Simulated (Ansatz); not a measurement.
**C3H10O2Si: vertical ionisation energy**

Aim: the vertical ionisation energy of C3H10O2Si, as cation minus neutral at the neutral's geometry, on several levels, and how well −ε(HOMO) stands in for it.

Program: Ansatz 0.2.0, Gaussian basis. Level of theory: unrestricted cation, the program's frozen cores in correlated methods. These are calculated values, not measurements.

Plan: UKS PBE-D4/def2-TZVPP; UKS r2SCAN-D4/def2-TZVPP; UKS PBE0-D4/def2-TZVPP; UKS B3LYP-D4/def2-TZVPP; UKS wB97X-V/def2-TZVPP; UKS wB97M-V/def2-TZVPP; UKS B2PLYP/def2-TZVPP; UHF-CCSD(T)/def2-TZVPP; UHF-MP2/def2-QZVPP; extrapolation to the limit; then −ε(HOMO) from the neutral's earlier runs with LDA (SPW92), PBE-D4, revPBE-D4, BLYP-D4, r2SCAN-D4, B97M-V, PBE0-D4, B3LYP-D4, r2SCANh-D4, r2SCAN0-D4, HSE06-D4, BHLYP-D4, CAM-B3LYP-D4, LC-ωPBE, ωB97X-V, ωB97M-V.

### 1 Structure used throughout

All runs share one geometry, relaxed beforehand with PBE0-D4 in a triple-zeta def2 set.

SMILES `CCO[SiH2]OC`, 16 atoms, charge 0, spin multiplicity 1.

Atoms are counted from 1 here; the program's logs count them from 0.

Bond lengths: C1–C2 1.508 Å, C1–H7 1.092 Å, C1–H8 1.093 Å, C1–H9 1.092 Å, C2–O3 1.417 Å, C2–H10 1.097 Å, C2–H11 1.098 Å, O3–Si4 1.636 Å, Si4–O5 1.637 Å, Si4–H12 1.483 Å, Si4–H13 1.483 Å, O5–C6 1.409 Å, C6–H14 1.095 Å, C6–H15 1.091 Å, C6–H16 1.097 Å. Angles: C2–C1–H7 110.5°, C2–C1–H8 110.4°, C2–C1–H9 110.6°, H7–C1–H8 108.5°, H7–C1–H9 108.3°, H8–C1–H9 108.5°, C1–C2–O3 109.5°, C1–C2–H10 110.4°, C1–C2–H11 110.3°, O3–C2–H10 109.4°, O3–C2–H11 110.1°, H10–C2–H11 107.2°, C2–O3–Si4 123.7°, O3–Si4–O5 113.7°, O3–Si4–H12 110.5°, O3–Si4–H13 104.5°, O5–Si4–H12 104.4°, O5–Si4–H13 110.3° and more.

### 2 Cation, UKS PBE-D4/def2-TZVPP

in.yaml reads:

```yaml
crystal:
  periodic: [false, false, false]
  atoms:
    - {symbol: C, position_ang: [0.455870, -2.704744, 0.142656]}
    - {symbol: C, position_ang: [0.471294, -1.306879, -0.422579]}
    - {symbol: O, position_ang: [0.377367, -0.368832, 0.634852]}
    - {symbol: Si, position_ang: [0.802290, 1.204236, 0.492216]}
    - {symbol: O, position_ang: [-0.165836, 2.057290, -0.514622]}
    - {symbol: C, position_ang: [-1.524735, 2.319030, -0.248311]}
    - {symbol: H, position_ang: [-0.461329, -2.877132, 0.709194]}
    - {symbol: H, position_ang: [0.509758, -3.441382, -0.662563]}
    - {symbol: H, position_ang: [1.305157, -2.858533, 0.811161]}
    - {symbol: H, position_ang: [-0.369744, -1.164154, -1.111569]}
    - {symbol: H, position_ang: [1.393086, -1.137787, -0.995642]}
    - {symbol: H, position_ang: [2.152959, 1.324032, -0.107226]}
    - {symbol: H, position_ang: [0.709892, 1.739722, 1.871918]}
    - {symbol: H, position_ang: [-2.139437, 1.428596, -0.415702]}
    - {symbol: H, position_ang: [-1.862297, 3.107519, -0.923175]}
    - {symbol: H, position_ang: [-1.677293, 2.656419, 0.783791]}
basis:
  gaussian: {orbitals: def2-TZVPP}
total_charge: 1
magnetization: {spin_polarized: true, initial_magnetization: 1}
hamiltonian: {xc: pbe, dispersion: d4}
```

Further steps of the session: Cation, UKS r2SCAN-D4/def2-TZVPP; Cation, UKS PBE0-D4/def2-TZVPP; Cation, UKS B3LYP-D4/def2-TZVPP; Cation, UKS wB97X-V/def2-TZVPP; Cation, UKS wB97M-V/def2-TZVPP; Cation, UKS B2PLYP (frozen core)/def2-TZVPP; Cation, UHF-CCSD(T)/def2-TZVPP; Cation, UHF-MP2/def2-QZVPP.

**Question.** What will the summary of the whole plan be? Wanted: ionisation energy, CCSD(T)/CBS; nearest functional by difference; nearest −ε(HOMO); −ε(HOMO) of PBE; T1 of the cation.

The runs gave:

| quantity | value |
| --- | --- |
| ionisation energy, CCSD(T)/CBS | 10.84 eV |
| nearest functional by difference | ωB97X-V (-0.34 eV) |
| nearest −ε(HOMO) | LC-ωPBE (+0.13 eV) |
| −ε(HOMO) of PBE | 6.63 eV |
| T1 of the cation | 0.042 |

**Reading.** By cation minus neutral, the functionals miss by 1.29 eV at most. The PBE orbital energy is 4.2 eV too small: a semilocal HOMO is no ionisation energy. Among orbital estimates LC-ωPBE comes nearest. Hartree-Fock falls 1.27 eV short, as the neutral has more correlation energy than the cation. The cation's T1 (from the report) is 0.042, near the customary mark of 0.045 for open shells, so the coupled-cluster value is less safe.
